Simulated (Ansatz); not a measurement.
**CH₄F₂SSi: a ladder of functionals and wavefunction methods**

Aim: compute CH₄F₂SSi with functionals from several rungs and with coupled cluster. The yardstick is the atomisation energy at the CCSD(T) limit.

Program: Ansatz 0.2.0, Gaussian basis. Level of theory: functionals in def2-TZVPP, the program's frozen cores in correlated methods. These are calculated values, not measurements.

Levels to be run: PBE-D4, r2SCAN-D4, PBE0-D4, B3LYP-D4, ωB97X-V, ωB97M-V, B2PLYP; CCSD(T)/def2-TZVPP; MP2/def2-QZVPP; extrapolation to the limit.

### Step 1. The geometry

The geometry comes from an earlier relaxation with PBE0-D4/def2-TZVP; it is a stationary point, not always the lowest conformer.

SMILES `F[SiH2]C(F)S`, 9 atoms, charge 0, spin multiplicity 1.

Atoms are counted from 1 here; the program's logs count them from 0.

Bond lengths: F1–Si2 1.596 Å, Si2–C3 1.891 Å, Si2–H6 1.482 Å, Si2–H7 1.480 Å, C3–F4 1.395 Å, C3–S5 1.785 Å, C3–H8 1.095 Å, S5–H9 1.345 Å. Angles: F1–Si2–C3 108.6°, F1–Si2–H6 109.1°, F1–Si2–H7 108.2°, C3–Si2–H6 108.4°, C3–Si2–H7 110.6°, H6–Si2–H7 112.0°, Si2–C3–F4 107.5°, Si2–C3–S5 112.7°, Si2–C3–H8 111.7°, F4–C3–S5 112.5°, F4–C3–H8 107.5°, S5–C3–H8 104.8°, C3–S5–H9 97.3°.

### Step 2. PBE-D4 (GGA)

The input, in.yaml:

```yaml
crystal:
  periodic: [false, false, false]
  atoms:
    - {symbol: F, position_ang: [-0.518525, -0.707448, 1.975584]}
    - {symbol: Si, position_ang: [0.251971, 0.301465, 1.008554]}
    - {symbol: C, position_ang: [0.337674, -0.465646, -0.717572]}
    - {symbol: F, position_ang: [1.202341, 0.318273, -1.481292]}
    - {symbol: S, position_ang: [-1.269329, -0.645254, -1.473398]}
    - {symbol: H, position_ang: [-0.513958, 1.567147, 0.919482]}
    - {symbol: H, position_ang: [1.612907, 0.513782, 1.551225]}
    - {symbol: H, position_ang: [0.748970, -1.479987, -0.690122]}
    - {symbol: H, position_ang: [-1.763752, 0.551367, -1.109360]}
basis:
  gaussian: {orbitals: def2-TZVPP}
hamiltonian: {xc: pbe, dispersion: d4}
output: {forces: true, orbitals: {seedname: orbitals}}
```

Started as:

```console
> ansatz run in.yaml --threads 4 --pin off --events-out ev --progress --plain --max-ram 10444MiB
```

After this run come: r2SCAN-D4 (meta-GGA); PBE0-D4 (hybrid); B3LYP-D4 (hybrid); ωB97X-V (range-separated); ωB97M-V (range-separated); B2PLYP (double hybrid); CCSD(T) in def2-TZVPP; MP2 in def2-QZVPP.

Before running them: what should the planned runs give, taken together? Wanted: atomisation energy, CCSD(T)/CBS; farthest; mean size of error, hybrid; mean size of error, range-separated; gap, smallest and largest; T1 diagnostic; triples share of the correlation energy.

As calculated:

| quantity | value |
| --- | --- |
| atomisation energy, CCSD(T)/CBS | 747.4 kcal/mol |
| functionals within 3.7 kcal/mol (0.5 %) | r2SCAN-D4, ωB97X-V, ωB97M-V |
| farthest | B2PLYP (-12.6 kcal/mol) |
| mean size of error, hybrid | 5.7 kcal/mol |
| mean size of error, range-separated | 2.3 kcal/mol |
| gap, smallest and largest | 5.25 eV (PBE-D4), 11.87 eV (ωB97X-V) |
| T1 diagnostic | 0.0124 |
| triples share of the correlation energy | 3.4 % |

In words: PBE-D4 misses by +11.5 kcal/mol, or 1.4 kcal/mol for each of 8 bonds. Double hybrids carry the basis error of their MP2 part in triple zeta, and no dispersion term here, so their miss is partly the set-up's. Misses under about 3.7 kcal/mol are within the doubt on the reference itself, which lacks core-valence correlation, relativity and higher excitations. Hartree-Fock recovers 71 % of the binding; the rest is correlation. The gap grows from 5.3 to 11.9 eV across the functionals, mostly with the share of exact exchange.
